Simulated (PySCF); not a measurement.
# C2H9FSi4: electronic excitations

Wanted: the electronic excitations of C2H9FSi4 (`C#C[Si@@H](F)[SiH2][SiH2][SiH3]`), by calculation.

Programs: PySCF 2.14.0, with density-fitted response routines of our own. Each step states its level of theory. These are calculated values for one molecule in the gas phase, unless marked as measured. Atoms count from 0, in the outputs and in this text.

## (1) The starting structure

16 atoms, charge 0, multiplicity 1; geometry from: GFN2-xTB.

Bonds of the start (Å): C0–C1 1.20, C1–Si2 1.85, Si2–F3 1.63, Si2–Si4 2.31, Si4–Si5 2.33, Si5–Si6 2.32, C0–H7 1.05, Si2–H8 1.46, Si4–H9 1.48, Si4–H10 1.47, Si5–H11 1.47, Si5–H12 1.47, Si6–H13 1.46, Si6–H14 1.47, Si6–H15 1.47.

## (2) Excited states and response: CAM-B3LYP/def2-SVPD

What the job is given:

```
{"job": {"kind": "uv", "xc": "CAM-B3LYP", "basis": "def2-SVPD", "nstates": 8, "ntriplets": 3}, "charge": 0, "multiplicity": 1}
C      3.115885     1.018706    -1.223394
C      2.603201     0.298554    -0.408551
Si     1.739305    -0.827331     0.781241
F      1.167737     0.151661     1.946085
Si    -0.118399    -1.778559    -0.208260
Si    -1.547803    -0.212852    -1.172286
Si    -2.214380     1.504656     0.231323
H      3.580090     1.652755    -1.923736
H      2.777435    -1.565589     1.497908
H     -0.820532    -2.591582     0.802579
H      0.378930    -2.785835    -1.161790
H     -2.709128    -0.902528    -1.763288
H     -0.852807     0.336323    -2.351378
H     -1.074013     2.329625     0.629154
H     -3.205603     2.402482    -0.369608
H     -2.827515     0.978458     1.454029
```

Method: TDDFT CAM-B3LYP/def2-SVPD, vertical, gas phase, core orbitals frozen in the response.

Started as:

```console
$ OMP_NUM_THREADS=1 python probes_run.py task.json out
```

One launch serves the whole session: the jobs run in the order shown.

The log of the run:

```text
coarse grid: 15336 points
cycle   1  E = -1338.6239450433  dE =  2.358e-01  |g| = 5.922e-01  |ddm| = 8.196e+00
cycle   2  E = -1338.6109188393  dE =  1.303e-02  |g| = 7.441e-01  |ddm| = 1.883e+00
cycle   3  E = -1338.7032315937  dE = -9.231e-02  |g| = 7.427e-02  |ddm| = 7.199e-01
cycle   4  E = -1338.7044106392  dE = -1.179e-03  |g| = 2.544e-02  |ddm| = 2.079e-01
cycle   5  E = -1338.7046089771  dE = -1.983e-04  |g| = 3.707e-03  |ddm| = 9.169e-02
cycle   6  E = -1338.7046137082  dE = -4.731e-06  |g| = 9.854e-04  |ddm| = 1.385e-02
final grid: 130072 points
cycle   7  E = -1338.8800330509  dE = -1.256e-05  |g| = 1.956e-03  |ddm| = 5.556e-02
cycle   8  E = -1338.8800324274  dE =  6.235e-07  |g| = 2.669e-03  |ddm| = 8.059e-03
cycle   9  E = -1338.8800340656  dE = -1.638e-06  |g| = 3.730e-04  |ddm| = 3.268e-03
cycle  10  E = -1338.8800341007  dE = -3.509e-08  |g| = 1.061e-04  |ddm| = 8.560e-04
cycle  11  E = -1338.8800341033  dE = -2.687e-09  |g| = 5.209e-05  |ddm| = 2.381e-04
cycle  12  E = -1338.8800341039  dE = -5.871e-10  |g| = 8.219e-06  |ddm| = 7.087e-05
converged SCF energy = -1338.8800341039

Static polarisability (au): isotropic 135.015, principal 120.716 136.577 147.751

Singlet excitations
state   eV       nm        f      main configurations
  1   5.6222    220.5   0.01399   H->L 0.62
  2   6.1509    201.6   0.00369   H-2->L 0.45
  3   6.3743    194.5   0.01673   H-2->L+3 0.20, H-2->L+2 0.18, H-2->L+1 0.13
  4   6.5608    189.0   0.06275   H-3->L 0.22, H-1->L 0.19, H->L 0.19
  5   6.8166    181.9   0.08624   H->L+1 0.35, H-1->L 0.15, H-1->L+1 0.13
  6   6.9346    178.8   0.06441   H-1->L 0.38, H->L+1 0.28
  7   7.1614    173.1   0.16201   H-1->L+1 0.50, H-4->L 0.09
  8   7.3281    169.2   0.05073   H->L+2 0.44, H->L+1 0.10, H-1->L+4 0.10

Triplet excitations (Tamm-Dancoff, eV): 4.9360 5.1585 5.4122
```

Wall time 30 s (1 thread of AMD EPYC 9R45, shared host); peak memory 1.1 GiB.

The orbitals next to the gap, with their largest atomic shares:

```tsv
orbital	eV	atoms
HOMO−3	-10.25	Si5 21 %, C1 14 %, C0 13 %
HOMO−2	-10.04	C1 44 %, C0 43 %, Si2 4 %
HOMO−1	-9.72	Si5 28 %, Si6 24 %, Si4 16 %
HOMO	-9.41	Si4 20 %, C1 17 %, C0 17 %
LUMO	-0.16	Si2 27 %, Si4 16 %, C1 14 %
LUMO+1	0.41	Si4 23 %, Si5 16 %, Si2 13 %
LUMO+2	0.71	Si4 21 %, Si5 13 %, Si2 11 %
```

With each of the 8 states as a Gaussian band of 0.4 eV half-width at 1/e, the curve within the window shown has maxima at 177 nm (ε 13,000) L/(mol cm). Beyond the last state computed it falls off for lack of states. The curve at chosen wavelengths:

| nm | ε (L/mol/cm) |
| --- | --- |
| 163 | 3040 |
| 166 | 5684 |
| 170 | 9621 |
| 173 | 11823 |
| 176 | 12801 |
| 180 | 12279 |
| 183 | 10975 |
| 187 | 8719 |
| 190 | 6969 |
| 193 | 5342 |
| 197 | 3517 |
| 200 | 2468 |
| 203 | 1703 |
| 207 | 1078 |
| 210 | 836 |
| 213 | 720 |
| 217 | 662 |
| 220 | 634 |
| 223 | 594 |
| 227 | 507 |
| 230 | 425 |
| 234 | 309 |
| 237 | 230 |
| 240 | 164 |
| 244 | 97 |
| 247 | 63 |

Leading natural transition orbitals of singlet state 7: the hole lies on Si5, Si6 about 24 % each; Si4 11 %; H10 9 %; the particle on Si4, Si5 about 16 % each; H10, H14 about 11 % each; Si6 11 %.

Leading natural transition orbitals of singlet state 1: the hole lies on C0, C1 about 37 % each; Si2, Si4 about 6 % each; the particle on C0, C1 about 23 % each; Si2 19 %; H7, H8 about 8 % each.

Ground-state properties from the same run:

```tsv
property	computed
dipole moment (D)	1.81
polarisability (Å³)	20.01
HOMO–LUMO gap (eV)	9.24
−ε(HOMO) (eV)	9.41
```

The fields below are evaluated on a grid from the run's orbitals.

Frontier orbitals at CAM-B3LYP/def2-SVPD, with the share of their density that lies nearest to each atom:

```tsv
orbital	energy (eV)	lies on
HOMO	-9.41	Si4 19 %; C0 18 %; C1 15 %
LUMO	-0.16	Si2 22 %; H8 12 %; C0, C1 about 10 % each
```

ELF in a plane through or near 3 of the atoms.

Ten even steps from ' ' (0.00) to '@' (1.00):
```
                                                        
                                                        
                                                        
                                                        
            ..::::::..                  ..==++::        
        ..--++++**++==::      ..::::..::##@@@@@@**      
        --++**######++--      ..::--::++@@@@@@@@@@      
      ..--++%%%%####**==        ::==::::%%@@@@@@@@      
        --++##++**--##--      ..**%%==..--%%%%##==      
        ..--++##%%@@##::    ..--##@@@@##==::..          
            ::++%%##======--==++**%%@@##--..            
              ....::##@@%%++%%%%##++==--..              
                ..**@@@@..==..####--..                  
                  --++==..**..++--..                    
                    ..::--++@@@@++..                    
                      ..--%%@@@@%%::                    
                        ..**@@@@**..                    
                            ::::                        
                                                        
                                                        
```
The map spans 12.5 Å across and 10.9 Å up, centred on the molecule. Atoms in the plane (x, y in Å): C1 (-2.5, 0.9), Si4 (-0.3, -1.7), H14 (3.6, 1.7).

log10 of the density (e/Å³) in the same plane.

Ten even steps from ' ' (-4.0) to '@' (1.5):
```
                                                        
                                                        
          ..........                                    
        ..::::----::::..        ................        
      ..::--========--::......::::------------::::..    
    ..::--==++****++==--::..::----======++++++==--..    
    ..--==++**####**++==--::----==++++++******++==::..  
    ..--==++**######**==------==++++******##**++==::..  
    ..::==++**##@@##**++==--====++**********++==--::..  
      ::--==++**####**++======++********++++==--::..    
      ::----==++******++++++++++********++==----::      
      ..::--====++******************++++==----::..      
      ..::----==++++****##%%****++++====----::..        
        ..::----==++++**##@@##**++====--::::..          
        ....::::--====++********++==--::....            
            ....::--====++****++==--::..                
                ..::::--====++==--::::                  
                  ....::::------::....                  
                        ..........                      
                                                        
```
The map spans 12.5 Å across and 10.9 Å up, centred on the molecule. Atoms in the plane (x, y in Å): C1 (-2.5, 0.9), Si4 (-0.3, -1.7), H14 (3.6, 1.7).

On the surface of density 0.002 e/bohr³ the electrostatic potential runs, from the 1st to the 99th percentile, from -1.12 V near F3 to 1.52 V near H7.

## (3) Summary of results

```
                                quantity                        value
    lowest singlet (CAM-B3LYP/def2-SVPD)  5.62 eV (221 nm), f = 0.014
brightest single state of those computed  state 7, 7.16 eV, f = 0.162
                          lowest triplet                      4.94 eV
   surface potential, 1st and 99th percentile           -1.12 V and 1.52 V
```

**Reading.** The first singlet state (HOMO→LUMO 0.62) lies at 5.62 eV and is weak; of the 8 states computed, the strongest absorption comes from state 7 at 7.16 eV. The lowest triplet lies 0.69 eV below the lowest singlet (triplets in Tamm-Dancoff, singlets in full TDDFT).
